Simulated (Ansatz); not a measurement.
# Cd3Se2: the cost of one run

Computed with Ansatz 0.2.0 (DFT PBE, scalar-relativistic, plane waves, PAW, unless a step names another level, unless a step's input says otherwise).

1 further run of the same task is left out (it didn't finish).

## Step 1: Starting point

Symmetry: P6_3/mmc, No. 194, hexagonal system. The conventional cell has a = 4.079 Å, b = 4.079 Å, c = 18.433 Å, α = 90.00°, β = 90.00°, γ = 120.00°. Cd (site symmetry 3m) has 1 Cd at 2.71 Å and 3 Se at 2.85 Å as nearest neighbours. Cd (site symmetry -3m) has 6 Se at 2.88 Å as nearest neighbours. Se (site symmetry 3m) is surrounded by 6 Cd at 2.85 to 2.88 Å.

Structure file:

```
Cd Se
1.0
     4.07891    0.00000    0.00000
    -2.03946    3.53244    0.00000
     0.00000    0.00000   18.43314
Cd Se
6 4
Direct
  0.33333 0.66667 0.82352
  0.66667 0.33333 0.32352
  0.66667 0.33333 0.17648
  0.33333 0.66667 0.67648
  0.00000 0.00000 0.00000
  0.00000 0.00000 0.50000
  0.66667 0.33333 0.91024
  0.33333 0.66667 0.41024
  0.66667 0.33333 0.58976
  0.33333 0.66667 0.08976
```

It came out lowest among 23 distinct ends of the trial cells. At a tolerance of 0.02 Å it has space group P6_3/mmc (No. 194).

## Step 2: Tight relaxation for the response runs, on the response runs' mesh and smearing

input.yaml

```yaml
crystal:
  lattice:
    - [4.0789130025, 0.0, 0.0]
    - [-2.0394565013, 3.53244228, 0.0]
    - [0.0, 0.0, 18.4331352232]
  atoms:
    - { symbol: Cd, position: [0.3333333333, 0.6666666667, 0.8235236242] }
    - { symbol: Cd, position: [0.6666666667, 0.3333333333, 0.3235236242] }
    - { symbol: Cd, position: [0.6666666667, 0.3333333333, 0.1764763758] }
    - { symbol: Cd, position: [0.3333333333, 0.6666666667, 0.6764763758] }
    - { symbol: Cd, position: [0.0, 0.0, 0.0] }
    - { symbol: Cd, position: [0.0, 0.0, 0.5] }
    - { symbol: Se, position: [0.6666666667, 0.3333333333, 0.9102396307] }
    - { symbol: Se, position: [0.3333333333, 0.6666666667, 0.4102396307] }
    - { symbol: Se, position: [0.6666666667, 0.3333333333, 0.5897603693] }
    - { symbol: Se, position: [0.3333333333, 0.6666666667, 0.0897603693] }
basis:
  ecutwfc: 420
kpoints:
  mp_grid: { grid: [12, 12, 2] }
hamiltonian:
  xc: pbe
scf:
  occupations: { method: gaussian, width: 0.01 }
output:
  forces: true
  stress: true
  eigenvalues: true
relax:
  adjacent_minimum: "off"
  f_tol: 0.001
  max_steps: 60
  cell: { stress_tol: 0.01 }
```

Started as:

```sh
$ ansatz run input.yaml --threads 3 --pin off --max-ram 7680MiB --backend cpu --events-out ev --progress --plain --runs-dir out
```

Q: Estimate wall time and peak memory on 3 threads of Arm Neoverse V1, shared host.

About 50 s, with a peak of 1.2 GiB.
